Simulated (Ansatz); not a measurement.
Write a Python script for the Python package of Ansatz (0.2.0) that makes a rigid scan of one bond length of CH4BNO, SMILES BOC=N. Settings (for the species named): r2scan0, cc-pVDZ basis, multiplicity 1.

```xyz
8

B    -0.6577    1.3537   -0.2002
O     0.5572    0.7649    0.2571
C     0.7575   -0.6110    0.2687
N    -0.0340   -1.4469   -0.1161
H    -1.6061    0.7330   -0.6172
H    -0.8138    2.5904   -0.1995
H     1.7713   -0.9739    0.6458
H     0.1177   -2.4674   -0.0943
```

`scan_ch4bno.py`
```python
"""Stretching a bond of CH4BNO, the rest held rigid."""

from dataclasses import dataclass

import ansatz as az
from ase import Atoms
import numpy as np


@dataclass(frozen=True)
class Settings:
    basis_set: str = "cc-pVDZ"
    xc: str = "r2scan0"


cfg = Settings()

atoms = Atoms(["B", "O", "C", "N", "H", "H", "H", "H"], positions=[
    [-0.6577, 1.3537, -0.2002],
    [0.5572, 0.7649, 0.2571],
    [0.7575, -0.611, 0.2687],
    [-0.034, -1.4469, -0.1161],
    [-1.6061, 0.733, -0.6172],
    [-0.8138, 2.5904, -0.1995],
    [1.7713, -0.9739, 0.6458],
    [0.1177, -2.4674, -0.0943],
])
molecule = az.Crystal.molecule_from_ase(atoms)

symbols = [site.symbol for site in molecule.cartesian_sites]
start = np.array([site.position_ang for site in molecule.cartesian_sites])
axis = (start[7] - start[3]) / np.linalg.norm(start[7] - start[3])
moving = [7]
lengths, energies = [0.908, 0.949, 0.991, 1.032, 1.073, 1.114, 1.156, 1.218], []
for length in lengths:
    xyz = start.copy()
    xyz[moving] += (length - np.linalg.norm(start[7] - start[3])) * axis
    point = az.Crystal.molecule()
    for symbol, place in zip(symbols, xyz):
        point = point.atom(symbol, place.tolist())
    model = (
        point.calculation()
        .basis(gaussian=cfg.basis_set)
        .functional(cfg.xc)
        .scf(lower_state_search="off")
    )
    r = model.run().report
    energies.append(r["free_energy_ev"])
    print(f"r = {length:6.3f} A  E = {energies[-1]:.5f} eV  <S^2> = {abs(r['mean_field']['state']['spin_squared']):.3f}")

# quartic fit about the minimum
fit = np.polynomial.Polynomial.fit(lengths, np.array(energies) - min(energies), 4).convert()
roots = [r.real for r in fit.deriv().roots() if abs(r.imag) < 1e-9 and fit.deriv(2)(r.real) > 0]
r_e = min(roots, key=lambda r: abs(r - lengths[int(np.argmin(energies))]))
print(f"minimum of the fit at {r_e:.4f} A, force constant {fit.deriv(2)(r_e):.2f} eV/A^2")
```

```console
$ python scan_ch4bno.py
r =  0.908 A  E = -5311.27029 eV  <S^2> = 0.000
r =  0.949 A  E = -5311.47097 eV  <S^2> = 0.000
r =  0.991 A  E = -5311.55604 eV  <S^2> = 0.000
r =  1.032 A  E = -5311.54849 eV  <S^2> = 0.000
r =  1.073 A  E = -5311.47255 eV  <S^2> = 0.000
r =  1.114 A  E = -5311.34481 eV  <S^2> = 0.000
r =  1.156 A  E = -5311.17401 eV  <S^2> = 0.000
r =  1.218 A  E = -5310.87099 eV  <S^2> = 0.000
minimum of the fit at 1.0072 A, force constant 48.06 eV/A^2
```

Notes:
- These settings explore the input space; basis and method may be short of convergence.
- The rest of the molecule is held rigid at a force-field or estimated start geometry, and the basis set is modest; single-reference methods fail as a bond breaks.
- The orbitals are restricted, so S² is zero by construction.
- It ran for 13 s on 1 thread of Arm Neoverse V2, on a shared host, peak memory 0.2 GiB.

(Lines on the test bed's own set-up are left out of the output.)
